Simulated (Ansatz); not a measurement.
Turn this script for the Python package of Ansatz (0.2.0) into the input file that the command-line program reads.

`run_dfpt.py`
```python
"""DFPT phonons of YS."""

from pathlib import Path
import warnings

import ansatz as az
import numpy as np


def main() -> None:
    warnings.simplefilter("ignore", az.DeckWarning)

    vectors = np.array([
        [0.0, 2.74365, 2.74365],
        [2.74365, 0.0, 2.74365],
        [2.74365, 2.74365, 0.0],
    ])
    crystal = (
        az.Lattice.of(vectors)
        .atom("Y", [0.5, 0.5, 0.5])
        .atom("S", [0.0, 0.0, 0.0])
    )

    calc = crystal.calculation()
    calc = calc.occupations("Methfessel-Paxton", width=0.15).scf(tolerance=1e-09)
    calc = calc.functional("pbesol").kpoints(10, 10, 10)
    calc = calc.phonons("dfpt", points=[(0, 0, 0), (0.5, 0, 0)])
    res = calc.run(runs_dir="runs")
    ph = res.phonons

    for q in ph.qpoints:
        thz = np.asarray(q.omega_inv_cm) / 33.35641
        print("q = ({:.2f}, {:.2f}, {:.2f})".format(*q.q_frac), np.round(thz, 2) + 0.0, "THz")


if __name__ == "__main__":
    main()
```

```console
$ python run_dfpt.py
q = (0.00, 0.00, 0.00) [0.   0.   0.   8.62 8.62 8.62] THz
q = (0.50, 0.00, 0.00) [2.38 4.14 4.14 8.1  8.1  8.61] THz
```

`input.yaml`:
```yaml
crystal:
  lattice:
    - [0.0, 2.74365, 2.74365]
    - [2.74365, 0.0, 2.74365]
    - [2.74365, 2.74365, 0.0]
  atoms:
    - { symbol: "Y", position: [0.5, 0.5, 0.5] }
    - { symbol: S, position: [0.0, 0.0, 0.0] }
kpoints:
  mp_grid:
    grid: [10, 10, 10]
hamiltonian:
  xc: pbesol
scf:
  convergence:
    dr2_threshold: 1.0e-09
  occupations:
    method: methfessel_paxton
    width: 0.15
phonons:
  method: dfpt
  qpoints:
    - [0.0, 0.0, 0.0]
    - [0.5, 0.0, 0.0]
```

Notes:
- Spin is left out of this run.
- The cell isn't relaxed first, so the values belong to this volume.
- The structure is a deposited one; some such entries were measured under pressure or heat, so a shift against it needn't be the functional's error alone.
- The structure is taken as given; imaginary modes can come from an unrelaxed or unstable start. Phonons of metals also depend on mesh and smearing.
- Hardware and time: 100 s on 1 thread of Arm Neoverse N1, on a shared host, peak memory 0.8 GiB.

(Lines on the test bed's own set-up are left out of the output.)
